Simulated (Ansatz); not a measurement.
**Al (fcc type): a single-point run**

Wanted: a converged single-point run for Al (fcc type), and a check of what comes out.

Computed with Ansatz 0.2.0 (Kohn-Sham DFT, with the functional, basis and potentials that each input names, unless a step's input says otherwise).

1 further run of the same task is left out (it didn't finish). Runs told in other sessions of the task aren't counted.

## 1. The starting structure

It takes space group Fm-3m (No. 225, cubic). The conventional cell has a = 3.386 Å, b = 3.386 Å, c = 3.386 Å, α = 90.00°, β = 90.00°, γ = 90.00°. Al (site symmetry m-3m) has 12 Al at 2.39 Å in its first shell of neighbours.

As a file:

```cif
data_structure
_symmetry_space_group_name_H-M 'P 1'
_symmetry_Int_Tables_number 1
_cell_length_a 2.3944
_cell_length_b 2.3944
_cell_length_c 2.3944
_cell_angle_alpha 60.000
_cell_angle_beta 60.000
_cell_angle_gamma 60.000
_cell_volume 9.71
loop_
_atom_site_label
_atom_site_type_symbol
_atom_site_fract_x
_atom_site_fract_y
_atom_site_fract_z
_atom_site_occupancy
Al1 Al 0.00000 0.00000 0.00000 1
```

## 2. Running it

input.yaml

```yaml
crystal:
  lattice:
    - [0.0, 1.693062849, 1.693062849]
    - [1.693062849, 0.0, 1.693062849]
    - [1.693062849, 1.693062849, 0.0]
  atoms:
    - { symbol: Al, position: [0.0, 0.0, 0.0] }
kpoints:
  mp_grid: { grid: [16, 16, 16] }
scf:
  occupations: { method: fermi_dirac, width: 0.1 }
  max_iter: 100
hamiltonian:
  XC: pbesol
  pseudopotentials: { kind: paw }
output:
  forces: true
  stress: true
  eigenvalues: true
basis:
  ecutwfc: 300
```

Command:

```
> ansatz run input.yaml --threads 1 --pin off --max-ram 2048MiB --backend cpu --events-out ev --progress --plain --runs-dir out
```

Q: Will this input give a usable result? If not, why, and what should change?

The run ended at the input check. Its message: «line 14 column 3: unknown field `XC`, expected one of xc, dispersion, noncollinear_xc, pseudopotentials, hubbard, deformation_potential_offset, ...»

Look at the input: hamiltonian.XC is pbesol. A key is misspelt, and the program accepts no key that it doesn't know.

Remedy: correct the name of the key.
